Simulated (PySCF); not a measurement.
Runs of PySCF 2.14.0 on CSiF2ClH3. The cell holds a molecule in a box, 8 atoms: a = 13.000 Å, b = 13.000 Å, c = 13.000 Å, α = 90.00°, β = 90.00°, γ = 90.00°. 

```csv
task,level,conv_tol,exxdiv,grid for exchange and correlation,three-body dispersion term,frozen core bands,gap on the mesh (eV)
atomic charges,X3LYP,1e-07 Ha,ewald,"Becke, atom-centred",-,-,(a)
atomic charges,PBEsol0,1e-07 Ha,ewald,"Becke, atom-centred",-,-,10.98
atomic charges,rSCAN+D4,1e-07 Ha,-,"Becke, atom-centred",yes,-,9.32
MP2 correlation energy,HF,1e-08 Ha,ewald,-,-,13,18.09
```

Alike in all rows: potentials or basis 6-31g* (all-electron); no spin polarisation; cell as given; k mesh 1 × 1 × 1; smearing fixed.

Q: Fill in the values left out.

A: (a) 10.50.

Caveats: this is a molecule in a periodic box at the Γ point, so its band gap is the HOMO-LUMO gap; the basis of atomic orbitals isn't converged, which shifts pressures, moduli and gaps; the basis is small and the box finite, so much correlation energy is missing and levels can be off by tenths of an eV (some runs).

Runs at the PBE level aren't shown here.
